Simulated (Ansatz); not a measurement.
# SiHF3 (SMILES F[SiH](F)F): BLYP/def2-SVPD

Aim: the energy change on altering one bond length of SiHF3 at BLYP/def2-SVPD, from 2 runs. 

The results are computed with Ansatz 0.2.0.

55 further runs of the same task are left out: 55 set aside as unsound or not needed.

## 1. The system as given

SiHF3: 5 atoms, total charge 0, spin state singlet. SMILES: `F[SiH](F)F`. Geometry: relaxed at PBE0-D4/def2-TZVP.

Bond lengths: F1–Si2 1.573 Å, Si2–F3 1.573 Å, Si2–F4 1.573 Å, Si2–H5 1.461 Å. Angles: F1–Si2–F3 108.3°, F1–Si2–F4 108.3°, F3–Si2–F4 108.3°, F1–Si2–H5 110.7°, F3–Si2–H5 110.7°, F4–Si2–H5 110.7°.

## 2. A single-point energy at BLYP/def2-SVPD

The input, input.yaml:

```yaml
crystal:
  periodic: [false, false, false]
  atoms:
    - symbol: F
      position_ang: [-0.447100, -0.082200, 1.491300]
    - symbol: Si
      position_ang: [0.040700, 0.001700, -0.001800]
    - symbol: F
      position_ang: [-0.597100, 1.281400, -0.657200]
    - symbol: F
      position_ang: [-0.495900, -1.263300, -0.767200]
    - symbol: H
      position_ang: [1.499400, 0.062400, -0.065100]
basis:
  gaussian:
    orbitals: def2-SVPD
hamiltonian:
  xc: {name: BLYP}
accuracy: high
output: {orbitals: {seedname: orbitals}}
```

Command:

```console
$ ansatz run input.yaml --threads 1 --pin off --max-ram 3480MiB --events-out events.jsonl --progress --plain --runs-dir runs
```

What it wrote:

```text
Warning: RAYON_NUM_THREADS=1 ignored (pool sized by the plan → 1); use --threads N
Functional definition: BLYP
  name "BLYP"
  parameter beta = 0.0042
  parameter a = 0.04918
  parameter b = 0.132
  parameter c = 0.2533
  parameter d = 0.349
  exchange = b88_x(beta = beta)
  correlation = lyp_c(a = a, b = b, c = c, d = d)
1966 factors; integrals over basis functions are off by at most 3.3e-9 eV
mean field evaluation 1: about -16035.3312 eV, gradient 5.9e1 eV
mean field evaluation 2: about -16018.4096 eV, gradient 1.2e2 eV
mean field evaluation 4: about -16040.4510 eV, gradient 1.0e0 eV
mean field evaluation 8: about -16040.4553 eV, gradient 4.8e-3 eV
mean field evaluation 16: about -16040.4553 eV, gradient 6.5e-7 eV
mean field -16040.45531541 eV, -589.4758602303 hartree, gradient 2.0e-8 eV, S^2 0.000000; 0 other end points of the search recorded, 0 dependent functions left out
reference -16040.45536396 eV, -589.4758620145 hartree; 21, 21 occupied and 80, 80 virtual orbitals, 1966 factors
Total energy: -16040.45536396 eV, -589.4758620145 hartree
```

Wall time 5.1 s (1 thread of Arm Neoverse V2, shared host); peak memory 0.24 GiB.

## 3. The distorted shape

The input, run.yaml:

```yaml
basis:
  gaussian: {orbitals: def2-SVPD}
crystal:
  periodic: [false, false, false]
  atoms:
    - symbol: F
      position_ang: [0.196830, 1.435823, 2.409794]
    - symbol: Si
      position_ang: [0.684630, 1.519723, 0.916694]
    - symbol: F
      position_ang: [0.046830, 2.799423, 0.261294]
    - symbol: F
      position_ang: [-0.495900, -1.263300, -0.767200]
    - symbol: H
      position_ang: [2.143330, 1.580423, 0.853394]
hamiltonian: {xc: {name: BLYP}}
accuracy: high
output: {orbitals: {seedname: orbitals}}
```

Command:

```console
$ ansatz run run.yaml --threads 1 --pin off --max-ram 3480MiB --events-out events.jsonl --progress --plain --runs-dir runs
```

What it wrote:

```text
Warning: RAYON_NUM_THREADS=1 ignored (pool sized by the plan → 1); use --threads N
Functional definition: BLYP
  name "BLYP"
  parameter beta = 0.0042
  parameter a = 0.04918
  parameter b = 0.132
  parameter c = 0.2533
  parameter d = 0.349
  exchange = b88_x(beta = beta)
  correlation = lyp_c(a = a, b = b, c = c, d = d)
1937 factors; integrals over basis functions are off by at most 4.0e-9 eV
mean field evaluation 1: about -16024.0674 eV, gradient 7.2e1 eV
mean field evaluation 2: about -15671.1927 eV, gradient 2.0e2 eV
mean field evaluation 4: about -16028.5090 eV, gradient 4.8e1 eV
mean field evaluation 8: about -16009.0729 eV, gradient 6.5e1 eV
mean field evaluation 16: about -16034.9775 eV, gradient 2.3e-1 eV
mean field evaluation 32: about -16008.8881 eV, gradient 6.2e1 eV
mean field -16034.97761177 eV, -589.2745583342 hartree, gradient 8.8e-8 eV, S^2 0.000000; 0 other end points of the search recorded, 0 dependent functions left out
reference -16034.97766646 eV, -589.2745603444 hartree; 21, 21 occupied and 80, 80 virtual orbitals, 1937 factors
Total energy: -16034.97766646 eV, -589.2745603444 hartree
```

Run time: 5.7 s. Hardware: 1 thread of Arm Neoverse V2, shared host; peak memory 0.23 GiB.

## 4. What came out

At BLYP/def2-SVPD:

```
                                                          quantity          value
                                         first shape: total energy  -589.47586 Eh
                                          first shape: HOMO energy       -9.62 eV
                                          first shape: LUMO energy       -0.24 eV
                                        first shape: HOMO–LUMO gap        9.38 eV
                                     distorted shape: total energy  -589.27456 Eh
                                      distorted shape: HOMO energy       -6.46 eV
                                      distorted shape: LUMO energy       -6.24 eV
                                    distorted shape: HOMO–LUMO gap        0.22 eV
energy change with the Si2–F4 bond stretched from 1.573 to 3.460 Å       5.478 eV
```

**Reading.** One bond (distorted shape) is far stretched, which a spin-restricted single reference describes badly; a broken-symmetry solution may lie lower. With the Si2–F4 bond stretched from 1.573 to 3.460 Å the energy rises by 5.48 eV (126 kcal/mol). The first shape isn't relaxed at this level, so the change isn't measured from a minimum. A restricted reference can't describe the breaking bond well at this length.
